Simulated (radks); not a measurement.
# La³⁺ in [Xe]: an all-electron calculation

One table from this session's results is given with a row withheld; the runs are named, their logs left out.

The numbers are computed with radks (a radial shooting solver on a logarithmic mesh, Libxc functionals) version 1 (scalar-relativistic Kohn-Sham, r2SCAN, spin-polarised, spherical densities, finite nucleus), except any that are marked as measured or tabulated.

### What is computed

```
element            : lanthanum (Z = 57)
charge             : +3
electrons          : 54
configuration      : [Xe]
nuclear rms radius : 4.855 fm
```

The outer shells:

La³⁺
```
[Kr] core
4d [↑↓][↑↓][↑↓][↑↓][↑↓]
5s [↑↓]
5p [↑↓][↑↓][↑↓]
```

Set-up of the first run:

The run's settings:

```text
Z 57
configuration [Xe] 6s0 4f0
relativity scalar-relativistic
functional r2scan,r2scan
spin polarised
nucleus finite rms 4.855 fm
c 137.035999084
```

Launch:

```bash
$ python run_ks.py task.json out
```

This one command runs every case of the session in turn.

One of the session's tables, all rows but one given; the rest of the session is left out.

It belongs to the step «Shells». Sizes of the orbitals, from the radial functions (bohr):

| level | <r> | outermost maximum (interpolated) | 90 % within | nodes |
| --- | --- | --- | --- | --- |
| 1s | 0.02507 | 0.0161 | 0.0452 | 0 |
| 2s | 0.1074 | 0.0909 | 0.166 | 1 |
| 2p | 0.09426 | 0.0731 | 0.153 | 0 |
| 3s | 0.2846 | 0.260 | 0.418 | 2 |
| 3p | 0.2828 | 0.255 | 0.424 | 1 |
| 3d | 0.2599 | 0.210 | 0.406 | 0 |
| 4s | 0.6545 | 0.608 | 0.939 | 3 |
| 4p | 0.6930 | 0.635 | 1.01 | 2 |
| 4d | 0.7675 | 0.671 | 1.15 | 1 |
| 5s | 1.549 | 1.41 | 2.22 | 4 |
| 5p | ? | ? | ? | ? |
| 4f | 1.112 | 0.740 | 1.90 | 0 |
| 6s | 3.492 | 3.21 | 5.00 | 5 |

**Question.** Estimate the row for 5p.

As computed: <r>: 1.755; outermost maximum (interpolated): 1.57; 90 % within: 2.53; nodes: 3. In the column «<r>» it lies between 5s (1.549) and 6s (3.492).
